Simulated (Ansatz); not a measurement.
# AlGaAs2: the cost of one run

Program: Ansatz 0.2.0. Level of theory: reference: DFT, HSE06, plane waves, PAW. These are calculated values, not measurements.

**1. The system as given**

The structure is tetragonal, space group P-4m2 (No. 115). The conventional cell has a = 4.016 Å, b = 4.016 Å, c = 5.662 Å, α = 90.00°, β = 90.00°, γ = 90.00°. Around Al (site symmetry -4m2) lie 4 As at 2.45 Å. Around As (site symmetry 2mm) lie 2 Al at 2.45 Å and 2 Ga at 2.46 Å. Ga (site symmetry -4m2) is surrounded by 4 As at 2.46 Å.

As a file:

```
CELL_PARAMETERS angstrom
4.01551 0.00000 0.00000
0.00000 4.01551 0.00000
0.00000 0.00000 5.66230
ATOMIC_POSITIONS crystal
Al 0.00000 0.00000 0.00000
As 0.00000 0.50000 0.24927
Ga 0.50000 0.50000 0.50000
As 0.50000 0.00000 0.75073
```

**2. Baseline**

The input, input.yaml:

```yaml
crystal:
  lattice:
    - [4.0155116271, 0.0, 0.0]
    - [0.0, 4.0155116271, 0.0]
    - [0.0, 0.0, 5.662303393]
  atoms:
    - { symbol: Al, position: [0.0, 0.0, 0.0] }
    - { symbol: As, position: [0.0, 0.5, 0.2492713591] }
    - { symbol: Ga, position: [0.5, 0.5, 0.5] }
    - { symbol: As, position: [0.5, 0.0, 0.7507286409] }
kpoints:
  mp_grid: { grid: [4, 4, 2] }
hamiltonian:
  xc: hse06
scf:
  occupations: { method: fixed }
  n_extra_bands: 5
output:
  forces: true
  stress: true
  eigenvalues: true
```

Command:

```console
$ ansatz run input.yaml --threads 4 --pin off --max-ram 3686MiB --backend cpu --events-out ev --progress --plain --runs-dir out
```

Q: Estimate wall time and peak memory on 4 threads of Arm Neoverse N1, shared host.

About 29 s, with a peak of 1.2 GiB.
